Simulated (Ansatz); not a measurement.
# TiO2: the cost of one run

Method: DFT PBE, scalar-relativistic, plane waves, PAW, in Ansatz 0.2.0.

3 further runs of the same task are left out: 1 that didn't finish, 2 set aside as unsound or not needed.

## 1. The structure to begin with

The structure is tetragonal, space group I4_1/amd (No. 141). The conventional cell has a = 3.799 Å, b = 3.799 Å, c = 9.698 Å, α = 90.00°, β = 90.00°, γ = 90.00°. Ti (site symmetry -4m2) is surrounded by 6 O at 1.95 to 2.00 Å. O (site symmetry 2mm) has 3 Ti at 1.95 to 2.00 Å as nearest neighbours.

Coordinates:

```xyz
6
Lattice="-1.8996 1.8996 4.8489 1.8996 -1.8996 4.8489 1.8996 1.8996 -4.8489" Properties=species:S:1:pos:R:3 pbc="T T T"
Ti    0.0000    0.0000    0.0000
Ti    0.0000    1.8996    2.4244
O     0.0000    1.8996    4.4268
O     0.0000    0.0000    2.0024
O     0.0000    1.8996    0.4220
O     0.0000    0.0000    7.6953
```

It goes back to an entry of the Materials Project.

It is the result of an earlier relaxation at this level (volume 11.66 Å³/atom; gap on the mesh: 2.14 eV).

## 2. Band edges and mean potential of the bulk

Input file input.yaml:

```yaml
crystal:
  lattice:
    - [-1.8995999939, 1.8995999939, 4.8488731971]
    - [1.8995999939, -1.8995999939, 4.8488731971]
    - [1.8995999939, 1.8995999939, -4.8488731971]
  atoms:
    - { symbol: Ti, position: [0.0, 0.0, 0.0] }
    - { symbol: Ti, position: [0.75, 0.25, 0.5] }
    - { symbol: O, position: [0.9564814579, 0.4564814579, 0.5] }
    - { symbol: O, position: [0.2064814579, 0.2064814579, 0.0] }
    - { symbol: O, position: [0.5435185421, 0.0435185421, 0.5] }
    - { symbol: O, position: [0.7935185421, 0.7935185421, 0.0] }
basis:
  ecutwfc: 420
kpoints:
  mp_grid: { grid: [10, 10, 10] }
  band_path: { path: [VBM, CBM], npoints: 2 }
hamiltonian:
  xc: pbe
scf:
  occupations: { method: gaussian, width: 0.02 }
output:
  forces: true
  stress: true
  eigenvalues: true
```

Command:

```sh
$ ansatz run input.yaml --threads 8 --pin off --max-ram 20480MiB --backend cpu --events-out ev --progress --plain --runs-dir out
```

**Question.** How long does this run take on 8 threads of Intel Xeon 6975P-C (Granite Rapids), shared host, and how much memory does it need?

About 3 s, with a peak of 0.56 GiB.
